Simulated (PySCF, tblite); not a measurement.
# C₅H₉BN₂O₂: geometry, infrared bands and NMR shifts

Aim: predict the infrared bands and NMR shifts of C₅H₉BN₂O₂ (`C/N=C/[C@@H](C)OB(O)C#N`).

Computed with tblite 0.8.0 and PySCF 2.14.0, with density-fitted response routines of our own, on a single molecule in the gas phase. Atoms count from 0, in the outputs and in this text.

### Step 1. The molecule as given

19 atoms, charge 0, multiplicity 1; geometry from: force field or distance geometry start.

Bonds of the start (Å): C0–N1 1.44, N1–C2 1.27, C2–C3 1.52, C3–C4 1.49, C3–O5 1.38, O5–B6 1.45, B6–O7 1.47, B6–C8 1.56, C8–N9 1.18, C0–H10 1.11, C0–H11 1.11, C0–H12 1.11, C2–H13 1.08, C3–H14 1.11, C4–H15 1.11, C4–H16 1.10, C4–H17 1.11, O7–H18 0.98.

### Step 2. Optimising the geometry with GFN2-xTB

Job settings and geometry (Å):

```
{"job": {"kind": "relax", "xc": "GFN2-xTB", "basis": "xTB"}, "charge": 0, "multiplicity": 1}
C      3.033700     0.702700     0.860300
N      1.779700     0.756800     0.147600
C      1.062600    -0.288100     0.152600
C     -0.245700    -0.165100    -0.619900
C     -0.101900    -1.047900    -1.816200
O     -1.212100    -0.700600     0.211700
B     -2.288500     0.207400     0.552500
O     -2.894700     1.097700    -0.449500
C     -3.163400    -0.123300     1.798200
N     -3.840700    -0.351100     2.738300
H      3.135800     1.624100     1.466700
H      3.913800     0.690400     0.188000
H      3.030900    -0.224500     1.479400
H      1.308900    -1.221000     0.643200
H     -0.440500     0.888600    -0.898000
H      0.464200    -0.545500    -2.624300
H      0.429200    -1.973200    -1.563200
H     -1.114100    -1.332100    -2.170200
H     -2.867000     2.014100    -0.104700
```

Launch:

```console
> OMP_NUM_THREADS=1 python probes_run.py task.json out
```

One launch serves the whole session: the jobs run in the order shown.

**Question.** This job is followed by: GFN2-xTB harmonic vibrations, gas phase; GIAO PBE0/pcSseg-1 NMR shielding, non-relativistic, gas phase. Predict these results of the whole session: strongest single infrared mode (GFN2-xTB); zero-point energy (GFN2-xTB); 13C shifts against TMS (PBE0/pcSseg-1); 1H shifts against TMS (PBE0/pcSseg-1, means over atoms taken as alike); 15N shifts against NH3 (PBE0/pcSseg-1); 17O shifts against H2O (PBE0/pcSseg-1); 11B shifts against BF3·OEt2 (PBE0/pcSseg-1).

As calculated:

```
                                                              quantity                               value
                             strongest single infrared mode (GFN2-xTB)               1326 cm⁻¹, 407 km/mol
                                          zero-point energy (GFN2-xTB)                       89.8 kcal/mol
                                13C shifts against TMS (PBE0/pcSseg-1)  169.8, 124.8, 76.5, 50.8, 24.1 ppm
1H shifts against TMS (PBE0/pcSseg-1, means over atoms taken as alike)    7.88, 5.30, 4.87, 3.68, 1.36 ppm
                                15N shifts against NH3 (PBE0/pcSseg-1)                    377.1, 342.4 ppm
                                17O shifts against H2O (PBE0/pcSseg-1)                    161.2, 133.2 ppm
                           11B shifts against BF3·OEt2 (PBE0/pcSseg-1)                            14.5 ppm
```

**Reading.** Over 149 steps the energy fell by 1.275 eV; of the close pairs, B6–O7 changed most, 1.471 to 1.358 Å. All 51 modes are real, so the xTB geometry is a minimum. The strongest single mode, at 1326 cm⁻¹, is spread over many atoms; the largest shares are those of B6, O5. Unscaled tight-binding wavenumbers are off by several per cent, some by more. Its intensities can rank the bands wrongly. At PBE0/pcSseg-1: The largest span, 745 ppm, is at N1, where the paramagnetic term is -437 ppm.
